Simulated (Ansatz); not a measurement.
Born–Oppenheimer molecular dynamics of a periodic cell of 16 atoms, KCl (surface KCl(110)). It starts from a relaxed structure.

Method: DFT LDA, scalar-relativistic, plane waves, PAW in Ansatz. Settings: cutoff 420 eV, k mesh 1x2x1, fermi-dirac smearing 0.05 eV, no spin polarisation.

```yaml
ensemble: NVT, Langevin thermostat
time_step: 2 fs
steps_asked: 160
set_temperature: 500 K
friction: 0.02 /fs
atoms_held: 1, 4, 6, 7
seed: 231518
```

Frames 20 fs apart, positions in Å, forces in eV/Å.

Velocities at 60.0 fs (Å/ps):

```
K 0.00 0.00 0.00
Cl 2.78 -1.54 2.35
K 1.00 -2.78 2.13
Cl 0.00 0.00 0.00
K 1.10 -1.71 4.91
Cl 0.00 0.00 0.00
K 0.00 0.00 0.00
Cl -3.72 -4.01 -3.14
K 4.60 -4.99 2.76
Cl -1.24 -3.66 -0.42
K -2.02 1.52 1.61
Cl 0.42 -2.54 0.88
K -2.54 3.44 -1.67
Cl 4.59 3.24 -1.65
K 6.10 0.16 4.84
Cl 0.30 -1.64 3.37
```

```xyz
16
Lattice="8.8866 0.0000 0.0000 0.0000 6.2837 0.0000 0.0000 0.0000 19.6649" Properties=species:S:1:pos:R:3:forces:R:3 time_fs=60.0 energy_less_start_eV=0.521 T=392
K 0.000 0.000 1.000 1.00 0.05 -0.62
Cl 2.313 0.110 3.055 -0.35 -0.28 -0.20
K 6.612 2.990 2.950 0.15 0.06 -0.09
Cl 4.443 3.142 1.000 -0.07 -0.04 0.02
K 2.254 3.038 2.989 -0.19 0.28 -0.20
Cl 0.000 3.142 1.000 0.06 -0.06 0.09
K 4.443 0.000 1.000 -0.15 -0.03 -0.17
Cl 6.814 -0.202 2.522 -0.88 0.06 1.16
K 4.331 0.010 5.052 0.35 -0.08 0.16
Cl 6.500 0.049 7.041 0.21 0.01 0.00
K 2.209 3.294 7.090 -0.13 -0.17 0.15
Cl -0.036 3.114 5.134 -0.05 0.01 0.21
K 6.569 3.258 7.184 -0.04 -0.09 -0.24
Cl 4.276 3.070 5.194 0.42 0.11 -0.08
K 0.109 -0.060 5.359 -0.10 0.10 -0.19
Cl 2.418 -0.005 7.246 -0.23 0.06 0.01
16
Lattice="8.8866 0.0000 0.0000 0.0000 6.2837 0.0000 0.0000 0.0000 19.6649" Properties=species:S:1:pos:R:3:forces:R:3 time_fs=80.0 energy_less_start_eV=0.553 T=553
K 0.000 0.000 1.000 0.72 0.02 -0.36
Cl 2.321 0.062 3.118 -0.28 -0.20 -0.20
K 6.601 2.947 2.962 0.16 0.07 -0.13
Cl 4.443 3.142 1.000 -0.11 -0.06 0.04
K 2.253 3.024 3.016 -0.12 0.24 -0.23
Cl 0.000 3.142 1.000 0.07 -0.07 0.13
K 4.443 0.000 1.000 -0.39 -0.02 -0.28
Cl 6.715 -0.256 2.493 -0.34 0.08 1.05
K 4.420 -0.098 5.101 0.12 0.15 -0.10
Cl 6.470 -0.025 7.043 0.49 0.20 0.07
K 2.177 3.257 7.116 0.10 -0.17 0.09
Cl -0.007 3.015 5.158 -0.06 0.12 0.16
K 6.568 3.364 7.108 0.03 -0.30 -0.08
Cl 4.353 3.171 5.194 0.12 -0.14 -0.05
K 0.280 -0.048 5.413 -0.36 0.01 -0.18
Cl 2.477 -0.033 7.288 -0.16 0.06 0.07
16
Lattice="8.8866 0.0000 0.0000 0.0000 6.2837 0.0000 0.0000 0.0000 19.6649" Properties=species:S:1:pos:R:3:forces:R:3 time_fs=100.0 energy_less_start_eV=0.612 T=446
K 0.000 0.000 1.000 0.42 -0.03 -0.16
Cl 2.239 -0.038 3.130 -0.02 -0.08 -0.36
K 6.657 2.932 2.869 0.06 0.10 0.13
Cl 4.443 3.142 1.000 -0.11 -0.07 -0.03
K 2.245 2.992 2.966 -0.04 0.19 -0.03
Cl 0.000 3.142 1.000 0.13 -0.06 -0.01
K 4.443 0.000 1.000 -0.40 -0.04 -0.23
Cl 6.670 -0.209 2.580 -0.08 0.05 0.74
K 4.444 -0.147 5.063 0.21 0.35 0.03
Cl 6.497 -0.050 7.095 0.42 0.40 -0.08
K 2.133 3.195 7.103 0.21 -0.17 0.12
Cl 0.012 2.880 5.123 -0.07 0.25 0.08
K 6.548 3.444 7.040 0.30 -0.51 0.17
Cl 4.426 3.248 5.264 -0.28 -0.39 -0.41
K 0.400 -0.075 5.403 -0.62 -0.07 -0.03
Cl 2.528 -0.118 7.300 -0.12 0.08 0.05
16
Lattice="8.8866 0.0000 0.0000 0.0000 6.2837 0.0000 0.0000 0.0000 19.6649" Properties=species:S:1:pos:R:3:forces:R:3 time_fs=120.0 energy_less_start_eV=0.828 T=394
K 0.000 0.000 1.000 0.12 -0.07 0.03
Cl 2.221 -0.125 3.068 0.06 0.01 -0.36
K 6.745 2.930 2.828 -0.19 0.14 0.26
Cl 4.443 3.142 1.000 -0.02 -0.07 -0.05
K 2.305 2.958 2.958 -0.16 0.16 0.05
Cl 0.000 3.142 1.000 0.29 -0.04 -0.13
K 4.443 0.000 1.000 -0.25 -0.07 -0.17
Cl 6.614 -0.150 2.738 0.15 -0.01 0.32
K 4.453 -0.192 5.001 0.30 0.69 0.27
Cl 6.578 0.004 7.167 0.24 0.27 -0.27
K 2.143 3.166 7.141 0.13 -0.24 0.01
Cl -0.045 2.786 5.062 0.22 0.30 0.14
K 6.531 3.458 6.945 0.94 -0.40 0.76
Cl 4.519 3.358 5.318 -1.04 -0.79 -0.91
K 0.473 -0.142 5.370 -0.81 -0.03 0.03
Cl 2.513 -0.200 7.311 0.01 0.15 0.01
16
Lattice="8.8866 0.0000 0.0000 0.0000 6.2837 0.0000 0.0000 0.0000 19.6649" Properties=species:S:1:pos:R:3:forces:R:3 time_fs=140.0 energy_less_start_eV=0.785 T=521
K 0.000 0.000 1.000 -0.03 -0.07 0.11
Cl 2.240 -0.141 2.972 -0.02 0.05 -0.14
K 6.795 2.920 2.809 -0.41 0.15 0.29
Cl 4.443 3.142 1.000 0.13 -0.07 -0.15
K 2.369 2.989 2.921 -0.29 0.09 0.14
Cl 0.000 3.142 1.000 0.39 -0.03 -0.23
K 4.443 0.000 1.000 -0.14 -0.07 -0.18
Cl 6.552 -0.146 2.849 0.32 -0.01 0.09
K 4.419 -0.188 5.000 0.33 0.65 0.35
Cl 6.662 0.088 7.210 0.18 0.04 -0.37
K 2.219 3.068 7.184 0.10 -0.17 -0.07
Cl -0.054 2.751 4.982 0.45 0.32 0.20
K 6.647 3.405 6.848 0.65 -0.19 0.69
Cl 4.548 3.349 5.257 -0.90 -0.75 -0.67
K 0.489 -0.133 5.357 -0.68 -0.09 0.04
Cl 2.538 -0.264 7.358 -0.07 0.12 -0.10
16
Lattice="8.8866 0.0000 0.0000 0.0000 6.2837 0.0000 0.0000 0.0000 19.6649" Properties=species:S:1:pos:R:3:forces:R:3 time_fs=160.0 energy_less_start_eV=0.677 T=462
K 0.000 0.000 1.000 -0.11 -0.06 0.07
Cl 2.229 -0.197 2.869 0.01 0.13 0.20
K 6.827 2.978 2.783 -0.57 0.05 0.34
Cl 4.443 3.142 1.000 0.13 -0.08 -0.15
K 2.364 3.007 2.936 -0.26 0.01 -0.03
Cl 0.000 3.142 1.000 0.48 -0.02 -0.33
K 4.443 0.000 1.000 0.01 -0.06 -0.13
Cl 6.568 -0.154 2.921 0.24 0.03 0.04
K 4.374 -0.156 5.077 0.36 0.45 0.19
Cl 6.755 0.239 7.200 0.11 -0.11 -0.37
K 2.283 2.924 7.220 0.12 -0.06 -0.12
Cl 0.001 2.646 4.912 0.44 0.50 0.26
K 6.777 3.404 6.774 0.06 -0.10 0.33
Cl 4.516 3.291 5.106 -0.37 -0.50 -0.08
K 0.474 -0.137 5.362 -0.48 -0.23 0.01
Cl 2.549 -0.316 7.462 -0.16 0.05 -0.24
16
Lattice="8.8866 0.0000 0.0000 0.0000 6.2837 0.0000 0.0000 0.0000 19.6649" Properties=species:S:1:pos:R:3:forces:R:3 time_fs=180.0 energy_less_start_eV=0.621 T=476
K 0.000 0.000 1.000 -0.19 -0.04 0.05
Cl 2.233 -0.211 2.779 0.03 0.12 0.46
K 6.688 2.985 2.770 -0.04 0.08 0.30
Cl 4.443 3.142 1.000 -0.05 -0.06 -0.19
K 2.302 2.985 2.956 -0.09 0.05 -0.22
Cl 0.000 3.142 1.000 0.22 -0.03 -0.17
K 4.443 0.000 1.000 0.18 -0.06 -0.08
Cl 6.618 -0.087 3.031 0.08 -0.07 -0.08
K 4.378 -0.111 5.157 0.38 0.18 0.02
Cl 6.849 0.352 7.155 0.03 -0.18 -0.29
K 2.372 2.763 7.193 0.05 0.09 -0.06
Cl 0.072 2.621 4.871 0.24 0.62 0.31
K 6.840 3.426 6.735 0.00 -0.08 0.20
Cl 4.515 3.186 5.054 -0.26 -0.21 0.07
K 0.466 -0.114 5.361 -0.38 -0.37 -0.03
Cl 2.576 -0.339 7.517 -0.18 -0.02 -0.30
16
Lattice="8.8866 0.0000 0.0000 0.0000 6.2837 0.0000 0.0000 0.0000 19.6649" Properties=species:S:1:pos:R:3:forces:R:3 time_fs=200.0 energy_less_start_eV=0.648 T=371
K 0.000 0.000 1.000 -0.17 -0.03 0.12
Cl 2.232 -0.171 2.795 0.11 0.10 0.33
K 6.575 3.010 2.717 0.46 0.04 0.56
Cl 4.443 3.142 1.000 -0.25 -0.03 -0.45
K 2.286 3.035 2.920 -0.06 0.02 -0.14
Cl 0.000 3.142 1.000 0.08 -0.02 -0.16
K 4.443 0.000 1.000 0.21 -0.06 0.05
Cl 6.718 -0.064 3.195 0.00 -0.11 -0.36
K 4.475 -0.110 5.152 0.15 0.11 0.20
Cl 6.932 0.440 7.174 -0.06 -0.24 -0.28
K 2.410 2.656 7.108 -0.05 0.14 0.06
Cl 0.180 2.614 4.853 0.00 0.64 0.35
K 6.872 3.431 6.719 0.05 -0.08 0.14
Cl 4.501 3.114 5.050 -0.11 -0.08 -0.01
K 0.422 -0.143 5.330 -0.29 -0.34 0.01
Cl 2.542 -0.376 7.519 -0.08 -0.06 -0.42
16
Lattice="8.8866 0.0000 0.0000 0.0000 6.2837 0.0000 0.0000 0.0000 19.6649" Properties=species:S:1:pos:R:3:forces:R:3 time_fs=220.0 energy_less_start_eV=0.691 T=545
K 0.000 0.000 1.000 -0.14 -0.04 0.19
Cl 2.226 -0.108 2.811 0.16 0.03 0.17
K 6.596 2.977 2.651 0.42 0.04 0.85
Cl 4.443 3.142 1.000 -0.25 -0.01 -0.55
K 2.292 3.053 2.895 -0.06 0.04 0.03
Cl 0.000 3.142 1.000 0.13 -0.01 -0.26
K 4.443 0.000 1.000 0.16 -0.07 0.14
Cl 6.784 -0.108 3.385 0.12 -0.09 -0.78
K 4.625 -0.062 5.217 -0.21 -0.02 0.38
Cl 7.001 0.517 7.188 -0.11 -0.34 -0.19
K 2.417 2.595 7.086 -0.10 0.15 0.10
Cl 0.264 2.685 4.918 -0.09 0.47 0.23
K 6.885 3.393 6.740 0.08 0.03 0.10
Cl 4.511 3.022 5.068 -0.01 0.07 -0.13
K 0.361 -0.180 5.262 -0.14 -0.19 0.10
Cl 2.474 -0.446 7.455 0.02 -0.04 -0.39
16
Lattice="8.8866 0.0000 0.0000 0.0000 6.2837 0.0000 0.0000 0.0000 19.6649" Properties=species:S:1:pos:R:3:forces:R:3 time_fs=240.0 energy_less_start_eV=0.803 T=530
K 0.000 0.000 1.000 -0.09 -0.06 0.20
Cl 2.264 -0.100 2.765 -0.03 0.00 0.23
K 6.681 2.976 2.659 0.03 0.02 0.84
Cl 4.443 3.142 1.000 -0.03 -0.03 -0.42
K 2.296 3.008 2.892 -0.04 0.11 0.12
Cl 0.000 3.142 1.000 0.24 -0.02 -0.36
K 4.443 0.000 1.000 0.22 -0.08 0.08
Cl 6.783 -0.186 3.471 0.39 -0.08 -1.21
K 4.786 0.031 5.258 -0.71 -0.16 0.61
Cl 7.090 0.591 7.168 -0.23 -0.37 0.03
K 2.391 2.529 7.099 -0.05 0.16 0.02
Cl 0.309 2.726 5.000 -0.22 0.38 0.10
K 6.819 3.421 6.780 0.22 0.09 0.07
Cl 4.545 2.967 5.065 -0.07 0.18 -0.12
K 0.243 -0.215 5.243 0.23 -0.12 0.01
Cl 2.417 -0.519 7.289 0.13 -0.03 -0.22
16
Lattice="8.8866 0.0000 0.0000 0.0000 6.2837 0.0000 0.0000 0.0000 19.6649" Properties=species:S:1:pos:R:3:forces:R:3 time_fs=260.0 energy_less_start_eV=0.852 T=434
K 0.000 0.000 1.000 -0.13 -0.09 0.16
Cl 2.240 -0.090 2.746 0.02 -0.08 0.24
K 6.783 2.976 2.717 -0.32 -0.01 0.75
Cl 4.443 3.142 1.000 0.25 -0.05 -0.33
K 2.320 2.914 2.841 -0.12 0.26 0.27
Cl 0.000 3.142 1.000 0.34 -0.03 -0.47
K 4.443 0.000 1.000 0.22 -0.10 0.10
Cl 6.805 -0.293 3.438 0.22 0.03 -0.99
K 4.866 0.095 5.333 -0.59 -0.28 0.43
Cl 7.185 0.646 7.225 -0.31 -0.36 0.10
K 2.320 2.496 7.111 0.03 0.12 -0.04
Cl 0.338 2.804 5.008 -0.33 0.23 0.05
K 6.759 3.438 6.829 0.41 0.15 0.11
Cl 4.598 2.963 5.093 -0.24 0.18 -0.16
K 0.220 -0.225 5.268 0.21 -0.05 -0.22
Cl 2.351 -0.653 7.150 0.33 0.08 0.01
16
Lattice="8.8866 0.0000 0.0000 0.0000 6.2837 0.0000 0.0000 0.0000 19.6649" Properties=species:S:1:pos:R:3:forces:R:3 time_fs=280.0 energy_less_start_eV=0.863 T=519
K 0.000 0.000 1.000 -0.18 -0.11 0.07
Cl 2.178 -0.096 2.782 0.27 -0.12 0.14
K 6.867 2.950 2.819 -0.42 -0.10 0.52
Cl 4.443 3.142 1.000 0.45 -0.06 -0.28
K 2.388 2.854 2.846 -0.24 0.36 0.23
Cl 0.000 3.142 1.000 0.37 -0.06 -0.44
K 4.443 0.000 1.000 0.14 -0.14 0.18
Cl 6.841 -0.422 3.354 -0.06 0.30 -0.51
K 4.850 0.106 5.385 -0.25 -0.35 0.15
Cl 7.224 0.678 7.346 -0.22 -0.35 -0.13
K 2.263 2.445 7.161 -0.02 0.13 -0.13
Cl 0.384 2.874 4.933 -0.43 0.14 0.24
K 6.768 3.460 6.861 0.40 0.14 0.04
Cl 4.548 2.968 5.158 -0.11 0.14 -0.10
K 0.292 -0.158 5.207 -0.22 -0.03 -0.29
Cl 2.303 -0.733 7.022 0.53 0.10 0.29
```

Of the whole run (320 fs, mean temperature of the second half 516 K): A run of 0.32 ps of so small a system gives no equilibrium averages. Limits of this set-up: coarse k mesh, thin slab, slab without dipole correction.

Time of the run: 14 min on 1 thread of Intel(R) Xeon(R) Platinum 8375C CPU @ 2.90GHz (Ice Lake), on a shared host, peak memory 1.2 GiB.
